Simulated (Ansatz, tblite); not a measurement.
# TaS(OSiH3)3 (TaSi3H9SO3): a ladder of methods and basis sets

How do method and basis change the picture of TaS(OSiH3)3 (TaSi3H9SO3) (singlet)?

Method: level and basis change from run to run; program: Ansatz 0.2.0, Gaussian basis.

The runs, in order: GFN1-xTB, GFN2-xTB, PBE-D4/def2-TZVP, r2SCAN-D4/def2-TZVP, HSE06-D4/def2-TZVP, CAM-B3LYP-D4/def2-TZVP, HF/def2-TZVP, PBE-D4/def2-SVP, PBE0-D4/def2-SVP, CCSD(T)/def2-SVP, MP2/def2-TZVP, RPA/def2-TZVP.

## 1. The relaxed structure

The singlet was relaxed beforehand with r2SCAN-D4/def2-SVP.

17 atoms, charge 0, spin multiplicity 1.

Bond lengths: Ta1–S2 2.186 Å, Ta1–O3 1.899 Å, Ta1–O8 1.899 Å, Ta1–O13 1.899 Å, O3–Si4 1.679 Å, Si4–H5 1.490 Å, Si4–H6 1.490 Å, Si4–H7 1.490 Å, O8–Si9 1.679 Å, Si9–H10 1.490 Å, Si9–H11 1.490 Å, Si9–H12 1.490 Å, O13–Si14 1.679 Å, Si14–H15 1.490 Å, Si14–H16 1.490 Å, Si14–H17 1.490 Å. Angles: S2–Ta1–O3 108.4°, S2–Ta1–O8 108.3°, S2–Ta1–O13 108.3°, O3–Ta1–O8 110.6°, O3–Ta1–O13 110.6°, O8–Ta1–O13 110.5°, Ta1–O3–Si4 158.3°, O3–Si4–H5 109.5°, O3–Si4–H6 108.4°, O3–Si4–H7 108.5°, H5–Si4–H6 110.3°, H5–Si4–H7 110.3°, H6–Si4–H7 109.8°, Ta1–O8–Si9 157.8°, O8–Si9–H10 109.5°, O8–Si9–H11 108.4°, O8–Si9–H12 108.5°, H10–Si9–H11 110.3° and more.

As a file:

```mol
H9O3SSi3Ta
  3D, bonds by distance, orders not assigned

 17 16  0  0  0  0  0  0  0  0999 V2000
   -0.0055   -0.0067    0.3111 Ta  0  0
   -0.0699   -0.0488    2.4956 S   0  0
    1.6519   -0.7420   -0.2546 O   0  0
    3.1682   -1.4510   -0.1272 Si  0  0
    3.5641   -1.5235    1.3070 H   0  0
    4.1416   -0.6201   -0.8897 H   0  0
    3.1025   -2.8184   -0.7152 H   0  0
   -0.1633    1.7991   -0.2565 O   0  0
   -0.3236    3.4643   -0.1146 Si  0  0
   -0.5030    3.8257    1.3193 H   0  0
   -1.5102    3.8923   -0.9069 H   0  0
    0.9055    4.1060   -0.6599 H   0  0
   -1.4553   -1.0412   -0.3493 O   0  0
   -2.8305   -2.0027   -0.2950 Si  0  0
   -3.1799   -2.2903    1.1241 H   0  0
   -2.5487   -3.2704   -1.0251 H   0  0
   -3.9440   -1.2724   -0.9631 H   0  0
  1  2  8  0
  1  3  8  0
  1  8  8  0
  1 13  8  0
  3  4  8  0
  4  5  8  0
  4  6  8  0
  4  7  8  0
  8  9  8  0
  9 10  8  0
  9 11  8  0
  9 12  8  0
 13 14  8  0
 14 15  8  0
 14 16  8  0
 14 17  8  0
M  END
```

Formally the metal is d0. Ta takes a core potential in the def2 sets. No spin-orbit coupling is included.

PBE0-D4/def2-TZVP was run before; its log isn't repeated, and its numbers join the tables.

## 2. GFN1-xTB

Tight binding, by tblite at 300 K electronic temperature and without a spin-polarisation term:

```python
tblite.interface.Calculator('GFN1-xTB', numbers, positions, charge=0, uhf=0).singlepoint()
```

Energy -833.2068 eV, HOMO -10.91 eV, LUMO -7.74 eV; 0.024 s.

## 3. GFN2-xTB

Tight binding, by tblite at 300 K electronic temperature and without a spin-polarisation term:

```python
tblite.interface.Calculator('GFN2-xTB', numbers, positions, charge=0, uhf=0).singlepoint()
```

Energy -747.4182 eV, HOMO -10.20 eV, LUMO -7.39 eV; 0.018 s.

## 4. PBE-D4/def2-TZVP

start.molden holds the orbitals of an earlier run on this state, given as this run's starting guess.

Input file in.yaml:

```yaml
crystal:
  periodic: [false, false, false]
  atoms:
    - {symbol: Ta, position_ang: [-0.005543, -0.006693, 0.311102]}
    - {symbol: S, position_ang: [-0.069910, -0.048751, 2.495558]}
    - {symbol: O, position_ang: [1.651946, -0.742020, -0.254600]}
    - {symbol: Si, position_ang: [3.168225, -1.450958, -0.127188]}
    - {symbol: H, position_ang: [3.564138, -1.523482, 1.306996]}
    - {symbol: H, position_ang: [4.141572, -0.620070, -0.889721]}
    - {symbol: H, position_ang: [3.102498, -2.818362, -0.715213]}
    - {symbol: O, position_ang: [-0.163343, 1.799124, -0.256534]}
    - {symbol: Si, position_ang: [-0.323560, 3.464277, -0.114614]}
    - {symbol: H, position_ang: [-0.502990, 3.825651, 1.319267]}
    - {symbol: H, position_ang: [-1.510236, 3.892270, -0.906901]}
    - {symbol: H, position_ang: [0.905539, 4.105955, -0.659851]}
    - {symbol: O, position_ang: [-1.455290, -1.041158, -0.349258]}
    - {symbol: Si, position_ang: [-2.830487, -2.002710, -0.295003]}
    - {symbol: H, position_ang: [-3.179888, -2.290340, 1.124132]}
    - {symbol: H, position_ang: [-2.548707, -3.270350, -1.025101]}
    - {symbol: H, position_ang: [-3.943955, -1.272383, -0.963071]}
basis:
  gaussian: {orbitals: def2-TZVP, initial_orbitals: start.molden}
hamiltonian: {xc: pbe, dispersion: d4}
scf: {omitted_lower_state_checks: [starts]}
output: {orbitals: {seedname: orbitals}}
```

Started as:

```console
ansatz run in.yaml --threads 2 --pin off --events-out ev --progress --plain --max-ram 32768MiB --backend cuda --devices 0, --max-vram 18GiB
```

Further steps of the session: r2SCAN-D4/def2-TZVP; HSE06-D4/def2-TZVP; CAM-B3LYP-D4/def2-TZVP; HF/def2-TZVP; PBE-D4/def2-SVP; PBE0-D4/def2-SVP; CCSD(T)/def2-SVP; MP2/def2-TZVP; RPA/def2-TZVP.

Before running them: what should the planned runs give, taken together? Wanted: gap in def2-TZVP, functionals and Hartree-Fock, smallest and largest; correlation energy, CCSD(T)/def2-SVP; correlation energy, MP2/def2-TZVP; binding an atom, CCSD(T)/def2-SVP; PBE0 total energy, smallest basis above largest.

As calculated:

| quantity | value |
| --- | --- |
| gap in def2-TZVP, functionals and Hartree-Fock, smallest and largest | 4.21 eV (PBE-D4), 11.77 eV (HF) |
| correlation energy, CCSD(T)/def2-SVP | -37.33 eV |
| correlation energy, MP2/def2-TZVP | -43.01 eV |
| binding an atom, CCSD(T)/def2-SVP | 3.692 eV |
| PBE0 total energy, smallest basis above largest | 20.13 eV (def2-SVP, def2-TZVP) |

Over the functionals and Hartree-Fock in def2-TZVP the gap runs from 4.21 eV (PBE-D4) to 11.77 eV (HF); exact exchange widens it. The functionals in def2-TZVP miss CCSD(T)/def2-SVP by +0.172 (PBE0-D4) to +0.254 eV (r2SCAN-D4) an atom. The yardstick is in a double-zeta basis, so levels in larger sets aren't compared like for like. CCSD(T)/def2-SVP isn't at the basis-set limit; small misses against it rank nothing.
